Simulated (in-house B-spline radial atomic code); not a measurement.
# Pt⁷⁴⁺: a scan of exact exchange under G0W0

How do the highest level of Pt⁷⁴⁺ and its G0W0 correction move as exact exchange is mixed into PBE?

Program: an in-house B-spline radial atomic code, version 1. Level of theory: RPA, second order, AC-SOSEX and G0W0 (contour deformation) on a scalar-relativistic mean field, all electrons; no spin-orbit coupling, Breit or QED terms, no two-electron picture change. These are calculated values, not measurements, unless marked.

### Step 1. Starting point

* element: platinum (Z = 78)
* charge: +74
* electrons: 4
* configuration: [He] 2s2
* next ion, run as well: [He] 2s1
* Hamiltonian: scalar-relativistic (spin-free one-electron X2C), finite nucleus
* shares of exact exchange: 0.00, 0.10, 0.20, 0.30, 0.40, 0.50, 0.60, 0.70, 0.80, 0.90, 1.00

Outer shells as boxes (Hund's rule):

Pt74+
```
[He] core
2s [↑↓]
```

### Step 2. Run with 0 % exact exchange

Input settings:

```ini
Z = 78
electrons = 4.0
configuration = [He] 2s2
hamiltonian = x2c
method = pbeh
lmax = 9
exact_exchange_fraction = 0.0
rms_radius = 5.427
spin_polarised = False
box_radius = 1.57
intervals = 59
```

Started as:

```
$ python run_gw.py task.json out
```

One command runs all members of the session, one after another, from task.json.

Further steps of the session: Run with 10 % exact exchange; Run with 20 % exact exchange; Run with 30 % exact exchange; Run with 40 % exact exchange; Run with 50 % exact exchange; Run with 60 % exact exchange; Run with 70 % exact exchange; Run with 80 % exact exchange; Run with 90 % exact exchange; Run with 100 % exact exchange.

**Question.** What will these runs give? Wanted: highest level, mean field; highest level, G0W0; RPA correlation energy; RPA+SOSEX.

The runs gave:

```
                                          quantity                                                              value
   highest level, mean field (range over the runs)                                          -21877.90 to -21744.64 eV
         highest level, G0W0 (range over the runs)                                          -21884.75 to -21883.94 eV
                            RPA correlation energy                                         -0.5326 to -0.4853 hartree
                                         RPA+SOSEX                                         -0.2709 to -0.2472 hartree
tabulated theoretical ionisation energy (2s shell)  21840 ± 90 eV (NIST Atomic Spectra Database, ionization energies)
               G0W0 removal energy less that value                                                  +43.9 to +44.7 eV
```

**Reading.** Across the starts the mean-field level varies by 133 eV and the G0W0 level by 0.80 eV (0.60 % as much). Without exact exchange the level is bound too weakly, and G0W0 lowers it by 140 eV. Between 0 and 100 % exact exchange the correction keeps its sign; it is smallest at 100 % (-6.0 eV). The RPA energy is largest in size at 0 % exact exchange and smallest at 100 % exact exchange, 8.9 % apart; over the runs it loosely follows the gap of the start, as smaller excitation energies give more correlation. All G0W0 removal energies agree with the tabulated theoretical ionisation energy, 21840 ± 90 eV, within its uncertainty. As differences of total energies the mean miss over the starts is 42 eV for mean field, 43 eV for RPA, 41 eV for RPA+SOSEX. The reference's uncertainty exceeds the spread between them.
